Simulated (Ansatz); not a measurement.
# F₂H₂NY: small, medium and large basis sets

How large a basis does F₂H₂NY need? Two functionals are run in growing sets.

Computed with Ansatz 0.2.0, Gaussian basis. Level: one geometry, several basis sets.

Plan: PBE0-D4/def2-SVP; ωB97M-V/def2-SVP; PBE0-D4/def2-QZVPP; ωB97M-V/def2-QZVPP; the functionals' def2-TZVPP values are taken from earlier runs.

**1. Structure used throughout**

The geometry comes from an earlier relaxation with PBE0-D4 in a triple-zeta def2 set; it is a stationary point. Y takes the def2 core potential; no spin-orbit term is included.

SMILES `[NH2][Y]([F])[F]`, 6 atoms, charge 0, spin multiplicity 1.

Atoms are counted from 1 here; the program's logs count them from 0.

Bond lengths: N1–Y2 2.133 Å, N1–H5 1.013 Å, N1–H6 1.013 Å, Y2–F3 2.006 Å, Y2–F4 2.006 Å. Angles: Y2–N1–H5 126.9°, Y2–N1–H6 126.9°, H5–N1–H6 106.2°, N1–Y2–F3 118.0°, N1–Y2–F4 118.0°, F3–Y2–F4 124.0°.

**2. PBE0-D4 in def2-SVP**

The input, in.yaml:

```yaml
crystal:
  periodic: [false, false, false]
  atoms:
    - {symbol: N, position_ang: [-0.194152, 1.140285, -0.153933]}
    - {symbol: Y, position_ang: [0.169347, -0.944376, 0.112041]}
    - {symbol: F, position_ang: [-1.103074, -2.239206, -0.742246]}
    - {symbol: F, position_ang: [1.765245, -1.491034, 1.198190]}
    - {symbol: H, position_ang: [0.358365, 1.906140, 0.213804]}
    - {symbol: H, position_ang: [-0.953632, 1.564191, -0.674055]}
basis:
  gaussian: {orbitals: def2-SVP}
hamiltonian: {xc: pbe0, dispersion: d4}
output: {orbitals: {seedname: orbitals}}
```

Command:

```
> ansatz run in.yaml --threads 4 --pin off --events-out ev --progress --plain --max-ram 10444MiB
```

Further steps of the session: ωB97M-V in def2-SVP; PBE0-D4 in def2-QZVPP; ωB97M-V in def2-QZVPP.

**Question.** What will the summary of the whole plan be? Wanted: PBE0-D4: double and triple zeta above quadruple; ωB97M-V: double and triple zeta above quadruple.

The runs gave:

| quantity | value |
| --- | --- |
| PBE0-D4: double and triple zeta above quadruple | 9.31, 0.51 eV |
| ωB97M-V: double and triple zeta above quadruple | 9.50, 0.48 eV |

PBE0-D4 gains 8.81 eV from double to triple zeta, then 0.51 eV more. Total energies overstate the basis error of differences, where much of it tends to cancel.
